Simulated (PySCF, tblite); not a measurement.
**C7H5P: geometry, infrared bands and NMR shifts**

Wanted: the infrared bands and NMR shifts of C7H5P (`C#Cc1cccpc1`), by calculation.

Programs: tblite 0.8.0 and PySCF 2.14.0, with density-fitted response routines of our own. Each step states its level of theory. These are calculated values for one molecule in the gas phase, unless marked as measured. Atoms count from 0, in the outputs and in this text.

## 1. Starting geometry

13 atoms, charge 0, multiplicity 1; geometry from: force field or distance geometry start.

Bonds of the start (Å): C0–C1 1.21, C1–C2 1.42, C2–C3 1.41, C3–C4 1.41, C4–C5 1.39, C5–P6 1.84, P6–C7 1.84, C7–C2 1.40, C0–H8 1.06, C3–H9 1.09, C4–H10 1.10, C5–H11 1.09, C7–H12 1.08.

## 2. Optimising the geometry with GFN2-xTB

What the job is given:

```
{"job": {"kind": "relax", "xc": "GFN2-xTB", "basis": "xTB"}, "charge": 0, "multiplicity": 1}
C      3.243000    -0.066900    -0.087200
C      2.035800     0.045800    -0.017800
C      0.622300     0.163600     0.088900
C     -0.175600    -0.840800    -0.496100
C     -1.582000    -0.858000    -0.463900
C     -2.381100     0.128300     0.105100
P     -1.701500     1.615600     0.948300
C      0.102600     1.291600     0.742200
H      4.298300    -0.160300    -0.154400
H      0.323100    -1.686100    -0.972300
H     -2.088600    -1.699900    -0.950300
H     -3.461800     0.033700     0.072400
H      0.761200     2.033800     1.167400
```

Started as:

```
$ OMP_NUM_THREADS=1 python probes_run.py task.json out
```

The driver reads the jobs from task.json and runs them one after another.

**Question.** This job is followed by: GFN2-xTB harmonic vibrations, gas phase; GIAO PBE0/pcSseg-1 NMR shielding, non-relativistic, gas phase. What will the session give for the following? strongest single infrared mode (GFN2-xTB); zero-point energy (GFN2-xTB); 13C shifts against TMS (PBE0/pcSseg-1); 1H shifts against TMS (PBE0/pcSseg-1); 31P shifts against H3PO4 (PBE0/pcSseg-1).

The runs gave:

| quantity | value |
| --- | --- |
| strongest single infrared mode (GFN2-xTB) | 3048 cm⁻¹, 41 km/mol |
| zero-point energy (GFN2-xTB) | 56.6 kcal/mol |
| 13C shifts against TMS (PBE0/pcSseg-1) | 170.1, 164.6, 139.3, 138.5, 131.6, 90.0, 88.4 ppm |
| 1H shifts against TMS (PBE0/pcSseg-1) | 9.51, 9.17, 8.18, 8.00, 2.93 ppm |
| 31P shifts against H3PO4 (PBE0/pcSseg-1) | 231.1 ppm |

What this shows: The optimisation took 29 steps and gained 0.375 eV; among the close pairs (by a distance rule), P6–C7 changed most, from 1.845 to 1.730 Å. No mode is imaginary among the 33: a minimum at this level. The strongest single mode, at 3048 cm⁻¹, moves mainly H10 and H11. Unscaled tight-binding wavenumbers are off by several per cent, some by more. Its intensities can rank the bands wrongly. At PBE0/pcSseg-1: The widest tensor belongs to P6: span 730 ppm, with a paramagnetic part of -879 ppm. NICS(1)zz of -26 ppm above the planar ring from C2 marks a diatropic (aromatic) ring current.
